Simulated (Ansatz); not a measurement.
# Cu2H3: the cost of one run

Method: DFT PBE, scalar-relativistic, plane waves, PAW, in Ansatz 0.2.0.

1 further run of the same task is left out (it didn't finish).

## (1) The structure to begin with

It takes space group P6/mmm (No. 191, hexagonal). Conventional cell: a = 3.854 Å, b = 3.854 Å, c = 3.460 Å, α = 90.00°, β = 90.00°, γ = 120.00°. Cu (site symmetry -6m2) has 3 Cu at 2.22 Å and 6 H at 2.29 Å as nearest neighbours. H (site symmetry 6mm) has 2 H at 1.11 to 1.18 Å as nearest neighbours. H (site symmetry 6/mmm) has 2 H at 1.18 Å as nearest neighbours.

Coordinates:

```xyz
5
Lattice="3.8536 0.0000 0.0000 -1.9268 3.3373 0.0000 0.0000 0.0000 3.4603" Properties=species:S:1:pos:R:3 pbc="T T T"
Cu    0.0000    2.2249    0.0000
Cu    1.9268    1.1124    0.0000
H     0.0000    0.0000    2.9057
H     0.0000    0.0000    0.5546
H     0.0000    0.0000    1.7302
```

Recipe of the guess: random cell by space group and Wyckoff sites (P6/mmm, No. 191). Its size is a rough estimate.

## (2) A first look at the guess

File input.yaml:

```yaml
crystal:
  lattice:
    - [3.85359318, 0.0, 0.0]
    - [-1.92679659, 3.33730959, 0.0]
    - [0.0, 0.0, 3.46030444]
  atoms:
    - { symbol: Cu, position: [0.33333333, 0.66666667, 0.0] }
    - { symbol: Cu, position: [0.66666667, 0.33333333, 0.0] }
    - { symbol: H, position: [0.0, 0.0, 0.8397333] }
    - { symbol: H, position: [0.0, 0.0, 0.1602667] }
    - { symbol: H, position: [0.0, 0.0, 0.5] }
basis:
  ecutwfc: 420
kpoints:
  mp_grid: { grid: [6, 6, 6] }
hamiltonian:
  xc: pbe
scf:
  occupations: { method: gaussian, width: 0.1 }
  lower_state_search: "off"
output:
  forces: true
  stress: true
  eigenvalues: true
```

Command:

```bash
$ ansatz run input.yaml --threads 1 --pin off --max-ram 2048MiB --backend cpu --events-out ev --progress --plain --runs-dir out
```

**Question.** How long does this run take on 1 thread of Arm Neoverse V2, shared host, and how much memory does it need?

About 1.9 s, with a peak of 0.36 GiB.
